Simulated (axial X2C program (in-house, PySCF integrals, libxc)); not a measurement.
**MoCl: from the state search to constants**

Aim: find the lowest determinant of MoCl, scan the bond at several levels and fit the constants, once spin-free and once with spin–orbit coupling.

Program: an in-house X2C program for linear molecules on PySCF integrals. Level of theory: all-electron X2C, Mo dyall-cv3z, Cl dyall-av3z. These are calculated values, not measurements.

## 1. The job

task.json

```json
{"zs": [42, 17], "q": 0, "bas": ["dyall-cv3z", "dyall-av3z"], "levels": ["PBE0", "HF", "PBE"], "cc": true, "r0": 2.37, "thr": -2.0, "nmax": 110, "npts": 10, "nst": 2, "ntry": 8}
```

Keys: zs atomic numbers; q charge; bas basis sets; levels methods (HF also brings MP2); cc coupled cluster on or off; r0 starting distance in Å; thr threshold in hartree for freezing inner shells (an s shell follows its p shell); nmax most natural virtual spinors; npts points asked for on the curve; nst determinants followed; ntry starts of the search.

The run is started by

```bash
$ python so2c.py task.json out
```

Spin-free means the one-electron spin-free X2C Hamiltonian; two-component (2c) means X2C with spin–orbit coupling and atomic mean-field two-electron Coulomb and Gaunt terms. Basis: Mo dyall-cv3z contracted to [11s12p9d5f3g], Cl dyall-av3z contracted to [9s8p3d2f]; Gaussian nuclei, density fitting. Masses: Mo 97.905 u, Cl 34.969 u.

Notation: σ, π±, δ± give the projection m of an orbital's angular momentum (0, ±1, ±2), α and β its spin, Λ and M_S the sums; ω is the projection of a spinor's total angular momentum and Ω the sum. Logs are in hartree.

The results follow Hamiltonian by Hamiltonian and level by level.

## 2. Search for the lowest determinant

PBE0 moves the distance from 2.370 Å to 2.296 Å and compares determinants there.

Spin-free determinants:

```csv
ΔE (eV),state,open shells
0.00,"M_S = 5/2, Λ = 0","beyond closed shells: σα, π+α, π-α, δ+α, δ-α"
1.54,"M_S = 5/2, Λ = 1","beyond closed shells: 2 × σα, π+α, δ+α, δ-α"
1.56,"M_S = 3/2, Λ = 0","beyond closed shells: σβ, π+α, π-α, δ+α, δ-α"
1.96,"M_S = 3/2, Λ = 1","beyond closed shells: π+α, δ+α, δ-α"
2.28,"M_S = 3/2, Λ = 2","beyond closed shells: π+α, π-α, δ+α"
2.37,"M_S = 5/2, Λ = 2","beyond closed shells: 2 × σα, π+α, π-α, δ+α"
2.51,"M_S = 3/2, Λ = 1","beyond closed shells: π+α, π+β, π-α, δ+α, δ-α"
```

Two-component determinants:

```tsv
ΔE (eV)	state	open shells
0.00	Ω = 5/2	excess of +ω over −ω: ω = 5/2
1.49	Ω = 3/2	excess of +ω over −ω: ω = 1/2, ω = -3/2, ω = 5/2
1.56	Ω = 3/2	excess of +ω over −ω: 2 × ω = -1/2, ω = 5/2
1.58	Ω = 7/2	excess of +ω over −ω: 2 × ω = 1/2, ω = 5/2
1.91	Ω = 1/2	excess of +ω over −ω: 2 × ω = 3/2, ω = -5/2
1.92	Ω = 1/2	excess of +ω over −ω: ω = -1/2, ω = -3/2, ω = 5/2
2.20	Ω = 1/2	excess of +ω over −ω: ω = 1/2
```

## 3. PBE0, spin-free

State followed: M_S = 5/2, Λ = 0 (beyond closed shells: σα, π+α, π-α, δ+α, δ-α). The scan is laid around 2.296 Å, a first estimate of the minimum, and this SCF restarts from the orbitals of the search.

The SCF at the reference distance of 2.296 Å:

```text
spin-free X2C-1e  PBE0
basis functions 216  fitting functions 990  grid points 5081
iter        total energy     max residual
   1      -4509.665672375     5.64e-06
   2      -4509.665672379     3.23e-06
   3      -4509.665672380     2.12e-06
converged
one-electron -6551.10454707  Coulomb 2029.72437448  exact exchange -37.59639614  xc functional -115.25030949  nuclear repulsion 164.56120583
```

Along the bond, energies from the lowest point:

```tsv
R (Å)	E (eV)	μ (D)	HOMO (eV)	LUMO (eV)	iterations
1.998	0.9010	-2.78	-5.63	-1.94	13
2.089	0.3679	-3.29	-5.84	-2.15	13
2.158	0.1438	-3.69	-5.98	-2.32	13
2.227	0.0301	-4.10	-6.04	-2.48	13
2.296	0.0000	-4.50	-6.11	-2.64	3
2.376	0.0417	-4.97	-6.20	-2.82	13
2.457	0.1415	-5.44	-6.28	-2.99	12
2.560	0.3246	-6.03	-6.40	-3.19	13
2.686	0.5943	-6.71	-6.53	-3.42	13
2.870	1.0152	-7.61	-6.71	-3.71	14
```

Dipoles are positive if Cl is the positive end.

Outer orbitals at the reference distance:

| symmetry | occupied | ε (eV) | atomic character |
| --- | --- | --- | --- |
| σα | yes | -21.58 | 76% Cl s, 8% Mo d, 7% Mo p |
| σβ | yes | -21.54 | 76% Cl s, 8% Mo d, 7% Mo p |
| σα | yes | -9.79 | 72% Cl p, 20% Mo d, 3% Mo s |
| σβ | yes | -9.52 | 81% Cl p, 10% Mo d, 3% Mo s |
| π+α | yes | -9.03 | 66% Cl p, 28% Mo d, 3% Mo f |
| π-α | yes | -9.03 | 66% Cl p, 28% Mo d, 3% Mo f |
| π+β | yes | -8.48 | 83% Cl p, 9% Mo d, 4% Mo f |
| π-β | yes | -8.48 | 83% Cl p, 9% Mo d, 4% Mo f |
| δ+α | yes | -6.79 | 99% Mo d |
| δ-α | yes | -6.79 | 99% Mo d |
| π+α | yes | -6.24 | 69% Mo d, 21% Cl p, 4% Mo p |
| π-α | yes | -6.24 | 69% Mo d, 21% Cl p, 4% Mo p |
| σα | yes | -6.11 | 43% Mo d, 42% Mo s, 11% Cl p |
| σα | no | -2.64 | 36% Mo p, 26% Mo s, 25% Mo d |
| σβ | no | -1.69 | 67% Mo s, 14% Mo d, 7% Mo p |
| σβ | no | -0.83 | 55% Mo d, 32% Mo p, 6% Cl p |
| π+α | no | -0.72 | 84% Mo p, 5% Mo d, 5% Cl p |

PBE0 fields in the half plane through the axis: z from -2.4 to 4.5 Å across, distance from the axis 0.15 to 2.25 Å upwards; Mo lies at z = 0 and Cl at z = 2.296 Å; the ELF is damped to zero where the density is low.

log10 density (e/bohr³). Ten even steps from ' ' (-4.67 ) to '@' (1.66 ):
```
  ....::::::::::::::::::::::::::::::::......    
....::::::------------------------::::::::....  
....::::------====----------------------::::..  
..::::----============================----::....
..::::--====++++++++++======++++++++====----::..
..::::--==++++******++++++++++****++++====--::..
....::--==++**######**++++++**********++==--::::
....::--==++##%%@@%%##**++****%%@@****++==--::::
```

ELF. Ten even steps from '0' (0.00 ) to '9' (0.89 ):
```
000123333221000000000000
001234544321001222210000
001345554321123555421000
001245554321246787653100
000134555432268999874200
000014677752389999985310
000004873772498117986310
000004836373592990997410
```

Re = 2.292 Å, ωe = 373 cm⁻¹, ωexe = 1.39 cm⁻¹, Be = 0.1246 cm⁻¹, De = 3.76 eV, μ = -4.48 D.

## 4. HF, spin-free

The SCF at the reference distance of 2.296 Å:

```text
spin-free X2C-1e  HF
basis functions 216  fitting functions 990  grid points 5081
iter        total energy     max residual
   1      -4507.204551296     3.36e-01
   2      -4507.231239046     8.50e-03
   3      -4507.232715410     2.48e-03
   4      -4507.232970682     1.66e-03
   5      -4507.233046095     4.47e-04
   6      -4507.233064566     2.99e-04
   7      -4507.233071901     2.43e-04
   8      -4507.233078619     1.75e-04
   9      -4507.233081879     1.31e-04
  10      -4507.233085814     4.59e-05
  11      -4507.233086399     1.45e-05
  12      -4507.233086439     4.74e-06
  13      -4507.233086441     2.29e-06
  14      -4507.233086441     6.01e-07
converged
one-electron -6550.38020873  Coulomb 2029.07315825  exact exchange -150.48724179  xc functional 0.00000000  nuclear repulsion 164.56120583
```

Re = 2.385 Å, ωe = 332 cm⁻¹, ωexe = 1.5 cm⁻¹, Be = 0.115 cm⁻¹, De = 2.46 eV, μ = -6.15 D.

## 5. PBE, spin-free

The SCF at the reference distance of 2.296 Å:

```text
spin-free X2C-1e  PBE
basis functions 216  fitting functions 990  grid points 5081
iter        total energy     max residual
   1      -4509.565872409     1.13e-01
   2      -4509.569087256     4.15e-03
   3      -4509.565994150     8.52e-03
   4      -4509.570082161     2.73e-03
   5      -4509.570166815     5.37e-04
   6      -4509.570175947     1.58e-04
   7      -4509.570176924     3.78e-05
   8      -4509.570176965     6.44e-06
   9      -4509.570176966     1.48e-06
converged
one-electron -6550.61735090  Coulomb 2029.19285125  exact exchange 0.00000000  xc functional -152.70688315  nuclear repulsion 164.56120583
```

Re = 2.284 Å, ωe = 375 cm⁻¹, ωexe = 1.39 cm⁻¹, Be = 0.1254 cm⁻¹, De = 3.92 eV, μ = -3.75 D.

## 6. MP2 and beyond, spin-free

Correlated methods: 21 electrons correlated (frozen shells, counted by type: Mo 3 s, 2 p, 1 d; Cl 2 s, 1 p), 291 virtual spinors in MP2, 110 natural virtuals in coupled cluster.

Output of the correlated part at 2.296 Å:

```text
correlated 21  virtual 291  natural virtual 110  E(MP2) -0.599971303  MP2 remainder -0.035443198
iter   CCSD correlation   residual
   1     -0.568065097   1.11e-01
   2     -0.577281153   3.95e-02
   3     -0.579523899   1.61e-02
   4     -0.579580364   6.53e-03
   5     -0.579611961   2.54e-03
   6     -0.579631771   6.96e-04
   7     -0.579634633   2.44e-04
   8     -0.579636882   9.04e-05
   9     -0.579635059   3.57e-05
  10     -0.579635012   1.24e-05
  11     -0.579634844   5.46e-06
  12     -0.579634876   2.50e-06
  13     -0.579634869   1.32e-06
(T) -0.020638485  T1 0.0167  D1 0.0402  max T2 0.033
```

T1 in the output is the amplitude norm over the root of the electron number; divide by √2 for the Lee–Taylor value.

MP2: Re = 2.289 Å, ωe = 377 cm⁻¹, Be = 0.1248 cm⁻¹, De = 3.80 eV.

CCSD: Re = 2.315 Å, ωe = 367 cm⁻¹, ωexe = 1.27 cm⁻¹, Be = 0.1221 cm⁻¹, De = 3.53 eV. T1 at Re = 0.012 (Lee–Taylor, the printed value over √2).

CCSD(T): Re = 2.306 Å, ωe = 372 cm⁻¹, ωexe = 1.24 cm⁻¹, Be = 0.1231 cm⁻¹, De = 3.61 eV. T1 at Re = 0.012 (Lee–Taylor, the printed value over √2).

## 7. A higher determinant, spin-free

State: M_S = 5/2, Λ = 1 (beyond closed shells: 2 × σα, π+α, δ+α, δ-α).

Output at the reference distance:

```text
spin-free X2C-1e  PBE0
basis functions 216  fitting functions 990  grid points 5081
iter        total energy     max residual
   1      -4509.609216809     4.50e-06
   2      -4509.609216809     3.93e-06
converged
one-electron -6547.78860174  Coulomb 2026.35659722  exact exchange -37.57122453  xc functional -115.16719360  nuclear repulsion 164.56120583
```

```tsv
R (Å)	E above the lowest PBE0 point (eV)
1.998	2.614
2.089	2.027
2.158	1.761
2.227	1.606
2.296	1.536
2.376	1.535
2.457	1.596
2.560	1.736
2.686	1.963
```

Re = 2.337 Å, ωe = 347 cm⁻¹, ωexe = 1.22 cm⁻¹, Be = 0.1198 cm⁻¹, μ = -1.21 D. Te = 1.53 eV. As a difference of two determinants it need not be a gap between pure terms.

## 8. The spin-free curves together

Energy (eV) of the followed determinant, spin-free, from each level's lowest point:

```tsv
R (Å)	PBE0	HF	MP2	CCSD	CCSD(T)	PBE
1.998	0.901	1.460	0.888	n/a	n/a	0.851
2.089	0.368	0.732	0.361	0.454	0.424	0.339
2.158	0.144	0.386	0.139	0.196	0.177	0.127
2.227	0.030	0.168	0.028	0.054	0.045	0.023
2.296	0.000	0.048	0.000	0.000	0.000	0.000
2.376	0.042	0.000	0.045	0.019	0.029	0.049
2.457	0.142	0.023	0.150	0.102	0.121	0.154
2.560	0.325	0.122	0.344	0.271	0.299	0.341
2.686	0.594	0.306	0.630	n/a	n/a	0.614
2.870	1.015	0.629	1.078	n/a	n/a	1.036
```

## 9. PBE0, 2c

State followed: Ω = 5/2 (excess of +ω over −ω: ω = 5/2). The scan is laid around 2.296 Å, a first estimate of the minimum, and this SCF restarts from the orbitals of the search.

Output at 2.296 Å:

```text
two-component X2C + atomic mean field  PBE0
basis functions 216  fitting functions 990  grid points 5081
iter        total energy     max residual
   1      -4507.986342231     6.42e-06
   2      -4507.986342234     7.61e-06
   3      -4507.986342235     2.83e-06
converged
one-electron -6546.63317892  Coulomb 2028.83986908  exact exchange -37.57978807  xc functional -115.20010857  nuclear repulsion 164.56120583  atomic mean-field constant -1.97434160
```

Along the bond, energies from the lowest point:

```tsv
R (Å)	E (eV)	μ (D)	HOMO (eV)	LUMO (eV)	iterations
1.998	0.9019	-2.78	-5.59	-1.94	13
2.089	0.3686	-3.30	-5.80	-2.15	13
2.158	0.1443	-3.69	-5.94	-2.32	13
2.227	0.0304	-4.10	-6.04	-2.48	13
2.296	0.0000	-4.50	-6.11	-2.64	3
2.376	0.0413	-4.98	-6.19	-2.81	13
2.457	0.1407	-5.44	-6.28	-2.98	12
2.560	0.3233	-6.03	-6.40	-3.19	13
2.686	0.5924	-6.71	-6.53	-3.41	13
2.870	1.0125	-7.61	-6.71	-3.70	14
```

Dipoles are positive if Cl is the positive end.

Outer spinors at the reference distance:

```tsv
ω	occupied	ε (eV)	atomic character	λ mixture
1/2	yes	-21.58	76% Cl s, 8% Mo d, 7% Mo p	100% σ
-1/2	yes	-21.54	76% Cl s, 8% Mo d, 7% Mo p	100% σ
1/2	yes	-9.79	72% Cl p, 20% Mo d, 3% Mo s	100% σ
-1/2	yes	-9.52	81% Cl p, 10% Mo d, 3% Mo s	100% σ
-1/2	yes	-9.07	66% Cl p, 28% Mo d, 3% Mo f	100% π
3/2	yes	-8.99	66% Cl p, 28% Mo d, 3% Mo f	100% π
1/2	yes	-8.51	83% Cl p, 9% Mo d, 4% Mo f	100% π
-3/2	yes	-8.44	83% Cl p, 9% Mo d, 4% Mo f	100% π
-3/2	yes	-6.88	99% Mo d	100% δ
5/2	yes	-6.71	99% Mo d	100% δ
-1/2	yes	-6.29	69% Mo d, 21% Cl p, 4% Mo p	100% π
3/2	yes	-6.20	69% Mo d, 21% Cl p, 4% Mo p	100% π
1/2	yes	-6.11	43% Mo d, 42% Mo s, 11% Cl p	100% σ
1/2	no	-2.64	36% Mo p, 26% Mo s, 25% Mo d	100% σ
-1/2	no	-1.69	67% Mo s, 14% Mo d, 7% Mo p	100% σ
-1/2	no	-0.83	52% Mo d, 35% Mo p, 6% Cl p	94% σ, 6% π
1/2	no	-0.75	83% Mo d, 6% Mo p, 4% Cl d	100% π
```

PBE0 fields in the half plane through the axis: z from -2.4 to 4.5 Å across, distance from the axis 0.15 to 2.25 Å upwards; Mo lies at z = 0 and Cl at z = 2.296 Å; the ELF is damped to zero where the density is low.

log10 density (e/bohr³). Ten even steps from '0' (-4.67 ) to '9' (1.66 ):
```
011222222222222222211100
112223333333333332222110
112233344333333333332210
122334444444444444433211
122344555554445555443321
122345566655555665544321
112345677765556666654322
112345789876566896654322
```

ELF. Ten even steps from '0' (0.00 ) to '9' (0.89 ):
```
000123333221000000000000
001234544321001222210000
001345554321123555421000
001245554321246787653100
000134555432268999874200
000014677752389999985310
000004873772498117986310
000004836373592990997410
```

Re = 2.292 Å, ωe = 373 cm⁻¹, ωexe = 1.39 cm⁻¹, Be = 0.1245 cm⁻¹, De = 3.75 eV, μ = -4.48 D.

## 10. HF, 2c

The SCF at the reference distance of 2.296 Å:

```text
two-component X2C + atomic mean field  HF
basis functions 216  fitting functions 990  grid points 5081
iter        total energy     max residual
   1      -4505.525597863     3.36e-01
   2      -4505.552289271     8.52e-03
   3      -4505.553768136     2.51e-03
   4      -4505.554024475     1.66e-03
   5      -4505.554100717     4.47e-04
   6      -4505.554119718     2.91e-04
   7      -4505.554127324     2.37e-04
   8      -4505.554134160     1.70e-04
   9      -4505.554137336     1.27e-04
  10      -4505.554140957     5.00e-05
  11      -4505.554141590     1.84e-05
  12      -4505.554141672     1.41e-05
  13      -4505.554141686     9.52e-06
  14      -4505.554141691     5.19e-06
  15      -4505.554141692     2.14e-06
converged
one-electron -6545.91390067  Coulomb 2028.19397696  exact exchange -150.42108222  xc functional 0.00000000  nuclear repulsion 164.56120583  atomic mean-field constant -1.97434160
```

Re = 2.386 Å, ωe = 331 cm⁻¹, ωexe = 1.49 cm⁻¹, Be = 0.1149 cm⁻¹, De = 2.39 eV, μ = -6.16 D.

## 11. PBE, 2c

The SCF at the reference distance of 2.296 Å:

```text
two-component X2C + atomic mean field  PBE
basis functions 216  fitting functions 990  grid points 5081
iter        total energy     max residual
   1      -4507.886398945     1.13e-01
   2      -4507.889615279     4.15e-03
   3      -4507.886526920     8.52e-03
   4      -4507.890610366     2.73e-03
   5      -4507.890694939     5.36e-04
   6      -4507.890704105     1.58e-04
   7      -4507.890705083     3.79e-05
   8      -4507.890705125     6.45e-06
   9      -4507.890705127     1.48e-06
converged
one-electron -6546.14453590  Coulomb 2028.30685093  exact exchange 0.00000000  xc functional -152.63988439  nuclear repulsion 164.56120583  atomic mean-field constant -1.97434160
```

Re = 2.284 Å, ωe = 374 cm⁻¹, ωexe = 1.38 cm⁻¹, Be = 0.1254 cm⁻¹, De = 3.91 eV, μ = -3.75 D.

## 12. MP2 and beyond, 2c

Correlated methods: 21 electrons correlated (frozen shells, counted by type: Mo 3 s, 2 p, 1 d; Cl 2 s, 1 p), 291 virtual spinors in MP2, 110 natural virtuals in coupled cluster.

Output of the correlated part at 2.296 Å:

```text
correlated 21  virtual 291  natural virtual 110  E(MP2) -0.600139916  MP2 remainder -0.035434600
iter   CCSD correlation   residual
   1     -0.568212288   1.11e-01
   2     -0.577436216   3.95e-02
   3     -0.579679776   1.61e-02
   4     -0.579737857   6.59e-03
   5     -0.579770942   2.60e-03
   6     -0.579791844   7.80e-04
   7     -0.579795181   3.36e-04
   8     -0.579799016   1.75e-04
   9     -0.579795409   9.75e-05
  10     -0.579795775   4.69e-05
  11     -0.579795396   2.20e-05
  12     -0.579795601   9.12e-06
  13     -0.579795593   4.49e-06
(T) -0.020654232  T1 0.0168  D1 0.0403  max T2 0.033
```

MP2: Re = 2.290 Å, ωe = 377 cm⁻¹, Be = 0.1248 cm⁻¹, De = 3.76 eV.

CCSD: Re = 2.316 Å, ωe = 367 cm⁻¹, ωexe = 1.27 cm⁻¹, Be = 0.122 cm⁻¹, De = 3.49 eV. T1 at Re = 0.012 (Lee–Taylor, the printed value over √2).

CCSD(T): Re = 2.306 Å, ωe = 372 cm⁻¹, ωexe = 1.24 cm⁻¹, Be = 0.123 cm⁻¹, De = 3.57 eV. T1 at Re = 0.012 (Lee–Taylor, the printed value over √2).

## 13. A higher determinant, 2c

State: Ω = 3/2 (excess of +ω over −ω: ω = 1/2, ω = -3/2, ω = 5/2).

Output at the reference distance:

```text
two-component X2C + atomic mean field  PBE0
basis functions 216  fitting functions 990  grid points 5081
iter        total energy     max residual
   1      -4507.931410498     5.81e-07
   2      -4507.931410498     4.47e-07
converged
one-electron -6543.34085611  Coulomb 2025.49419335  exact exchange -37.55455891  xc functional -115.11705306  nuclear repulsion 164.56120583  atomic mean-field constant -1.97434160
```

```tsv
R (Å)	E above the lowest PBE0 point (eV)
1.998	2.558
2.089	2.083
2.158	1.719
2.227	1.564
2.296	1.495
2.376	1.494
2.457	1.555
2.560	1.695
2.686	1.922
```

No constants are quoted: the dipole of the solution doesn't run smoothly along the scan, a sign that its character may change, so the fit is set aside.

## 14. The 2c curves together

Energy (eV) of the followed determinant, 2c, from each level's lowest point:

```tsv
R (Å)	PBE0	HF	MP2	CCSD	CCSD(T)	PBE
1.998	0.902	1.462	0.889	n/a	n/a	0.852
2.089	0.369	0.734	0.362	0.455	0.425	0.339
2.158	0.144	0.387	0.140	0.197	0.178	0.127
2.227	0.030	0.169	0.028	0.054	0.045	0.023
2.296	0.000	0.048	0.000	0.000	0.000	0.000
2.376	0.041	0.000	0.045	0.019	0.028	0.048
2.457	0.141	0.023	0.149	0.101	0.120	0.153
2.560	0.323	0.121	0.342	0.269	0.298	0.340
2.686	0.592	0.303	0.629	n/a	n/a	0.613
2.870	1.013	0.625	1.076	n/a	n/a	1.034
```

The whole job took 13 min on 1 thread of Arm Neoverse V2, shared host; peak memory 2 GiB.

## 15. What came out

Lowest determinant that the search found at its distance, spin-free: M_S = 5/2, Λ = 0 (beyond closed shells: σα, π+α, π-α, δ+α, δ-α).

Lowest determinant that the search found at its distance, 2c: Ω = 5/2 (excess of +ω over −ω: ω = 5/2).

```json
{"Hamiltonian": "spin-free", "level": "PBE0", "Re (Å)": "2.292", "ωe (cm⁻¹)": "373", "De (eV)": "3.76", "μ (D)": "-4.48"}
{"Hamiltonian": "spin-free", "level": "HF", "Re (Å)": "2.385", "ωe (cm⁻¹)": "332", "De (eV)": "2.46", "μ (D)": "-6.15"}
{"Hamiltonian": "spin-free", "level": "MP2", "Re (Å)": "2.289", "ωe (cm⁻¹)": "377", "De (eV)": "3.80", "μ (D)": "n/a"}
{"Hamiltonian": "spin-free", "level": "CCSD", "Re (Å)": "2.315", "ωe (cm⁻¹)": "367", "De (eV)": "3.53", "μ (D)": "n/a"}
{"Hamiltonian": "spin-free", "level": "CCSD(T)", "Re (Å)": "2.306", "ωe (cm⁻¹)": "372", "De (eV)": "3.61", "μ (D)": "n/a"}
{"Hamiltonian": "spin-free", "level": "PBE", "Re (Å)": "2.284", "ωe (cm⁻¹)": "375", "De (eV)": "3.92", "μ (D)": "-3.75"}
{"Hamiltonian": "2c", "level": "PBE0", "Re (Å)": "2.292", "ωe (cm⁻¹)": "373", "De (eV)": "3.75", "μ (D)": "-4.48"}
{"Hamiltonian": "2c", "level": "HF", "Re (Å)": "2.386", "ωe (cm⁻¹)": "331", "De (eV)": "2.39", "μ (D)": "-6.16"}
{"Hamiltonian": "2c", "level": "MP2", "Re (Å)": "2.290", "ωe (cm⁻¹)": "377", "De (eV)": "3.76", "μ (D)": "n/a"}
{"Hamiltonian": "2c", "level": "CCSD", "Re (Å)": "2.316", "ωe (cm⁻¹)": "367", "De (eV)": "3.49", "μ (D)": "n/a"}
{"Hamiltonian": "2c", "level": "CCSD(T)", "Re (Å)": "2.306", "ωe (cm⁻¹)": "372", "De (eV)": "3.57", "μ (D)": "n/a"}
{"Hamiltonian": "2c", "level": "PBE", "Re (Å)": "2.284", "ωe (cm⁻¹)": "374", "De (eV)": "3.91", "μ (D)": "-3.75"}
```

Dipoles are positive if Cl is the positive end.

Time per point (s) on 1 thread of Arm Neoverse V2, shared host (2c runs; CCSD comes with the CCSD(T) run); the times are rough: PBE0 0.92, HF 0.81, MP2 1.9, CCSD(T) 46, PBE 0.4.

In words: At CCSD(T), going from spin-free to two-component changes Re by 0 mÅ, ωe by -0.1 %, which is small (part of it comes from the scalar share of the two-electron terms). De moves by -0.04 eV; both De rest on single-determinant atoms, which can miss part of an open shell's spin–orbit lowering.

De refers to Mo + Cl, each in the lowest determinant found, which need not be this curve's own limit. The state is a single determinant with fixed occupations, the lowest that a limited PBE0 search found. Dissociation energies refer to the lowest single-determinant-based atoms at the same level and basis. Density functionals use the spin component along the axis (collinear). CCSD and (T) use frozen natural virtuals with an MP2 correction for the truncation. With several unpaired electrons one determinant need not be a pure state.
